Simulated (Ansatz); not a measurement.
# AlFH₂Se: up Jacob's ladder to CCSD(T)

How much do the methods differ for AlFH₂Se? The plan is to run it at one geometry with functionals of several rungs and with coupled cluster, and see how far each lands from CCSD(T) at the basis-set limit for the atomisation energy.

Program: Ansatz 0.2.0, Gaussian basis. Level of theory: functionals in def2-TZVPP, the program's frozen cores in correlated methods. These are calculated values, not measurements.

Plan: LDA (SPW92), PBE-D4, revPBE-D4, BLYP-D4, r2SCAN-D4, B97M-V, PBE0-D4, B3LYP-D4, r2SCANh-D4, r2SCAN0-D4, HSE06-D4, BHLYP-D4, CAM-B3LYP-D4, LC-ωPBE, ωB97X-V, ωB97M-V, B2PLYP, PBE-QIDH; CCSD(T)/def2-SVP; CCSD(T)/def2-TZVPP; MP2/def2-QZVPP; extrapolation to the limit; RPA on PBE.

### 1 The relaxed structure

All runs share one geometry, relaxed beforehand with PBE0-D4 in a triple-zeta def2 set.

SMILES `[F][AlH][SeH]`, 5 atoms, charge 0, spin multiplicity 1.

Atoms are counted from 1 here; the program's logs count them from 0.

Bond lengths: F1–Al2 1.647 Å, Al2–Se3 2.302 Å, Al2–H4 1.570 Å, Se3–H5 1.470 Å. Angles: F1–Al2–Se3 115.9°, F1–Al2–H4 119.6°, Se3–Al2–H4 124.5°, Al2–Se3–H5 89.9°.

### 2 LDA

This LDA is Slater exchange with PW92 correlation.

The input, in.yaml:

```yaml
crystal:
  periodic: [false, false, false]
  atoms:
    - {symbol: F, position_ang: [-1.154571, -0.647650, 1.724064]}
    - {symbol: Al, position_ang: [-0.330656, -0.470282, 0.309597]}
    - {symbol: Se, position_ang: [0.629717, 1.591800, -0.043079]}
    - {symbol: H, position_ang: [-0.243524, -1.674555, -0.694077]}
    - {symbol: H, position_ang: [1.148933, 1.127086, -1.337905]}
basis:
  gaussian: {orbitals: def2-TZVPP}
hamiltonian: {xc: lda}
output: {orbitals: {seedname: orbitals}}
```

Further steps of the session: PBE-D4 (GGA); revPBE-D4 (GGA); BLYP-D4 (GGA); r2SCAN-D4 (meta-GGA); B97M-V (meta-GGA); PBE0-D4 (hybrid); B3LYP-D4 (hybrid); r2SCANh-D4 (hybrid); r2SCAN0-D4 (hybrid); HSE06-D4 (hybrid); BHLYP-D4 (hybrid); CAM-B3LYP-D4 (range-separated); LC-ωPBE-D4 (range-separated); ωB97X-V (range-separated); ωB97M-V (range-separated); B2PLYP (double hybrid); PBE-QIDH (double hybrid); CCSD(T) in def2-SVP; CCSD(T) in def2-TZVPP; MP2 in def2-QZVPP; RPA on PBE orbitals.

Before running them: what should the planned runs give, taken together? Wanted: atomisation energy, CCSD(T)/CBS; farthest beyond LDA; mean size of error, GGA; mean size of error, meta-GGA; mean size of error, hybrid; mean size of error, range-separated; mean size of error, double hybrid; gap, smallest and largest; T1 diagnostic.

As calculated:

```
                               quantity                                      value
        atomisation energy, CCSD(T)/CBS                              1549.2 kJ/mol
 functionals within 15.5 kJ/mol (1.0 %)                 r2SCAN-D4, B97M-V, ωB97X-V
                    farthest beyond LDA                    BHLYP-D4 (-77.0 kJ/mol)
                mean size of error, GGA                                40.0 kJ/mol
           mean size of error, meta-GGA                                 9.0 kJ/mol
             mean size of error, hybrid                                46.9 kJ/mol
    mean size of error, range-separated                                27.5 kJ/mol
      mean size of error, double hybrid                                41.9 kJ/mol
              gap, smallest and largest  4.63 eV (LDA (SPW92)), 11.20 eV (LC-ωPBE)
                          T1 diagnostic                                     0.0105
triples share of the correlation energy                                      3.1 %
```

What this shows: The LDA atomisation energy is off by 175.8 kJ/mol (11 %): it overbinds. PBE-D4 is off by -21.7 kJ/mol. Double hybrids carry the basis error of their MP2 part in triple zeta, and no dispersion term here, so their miss is partly the set-up's. By mean error the best rung here is meta-GGA (9.0 kJ/mol) and the worst beyond LDA is hybrid (46.9 kJ/mol). The mean of the hybrids holds BHLYP, with half exact exchange. Misses under about 15.5 kJ/mol are within the doubt on the reference itself, which lacks core-valence correlation, relativity and higher excitations, and its outer-core shells are covered unevenly. All levels share the lack of spin-orbit coupling, which lowers the free heavy atoms and so the true binding. Hartree-Fock recovers 73 % of the binding; the rest is correlation. CCSD(T) in def2-SVP is off by -124.4 kJ/mol, so the small basis spoils what the method gains. The gap grows from 4.6 to 11.2 eV across the functionals, mostly with the share of exact exchange. Correlated methods include outer-core shells of Se, which these sets cover unevenly.
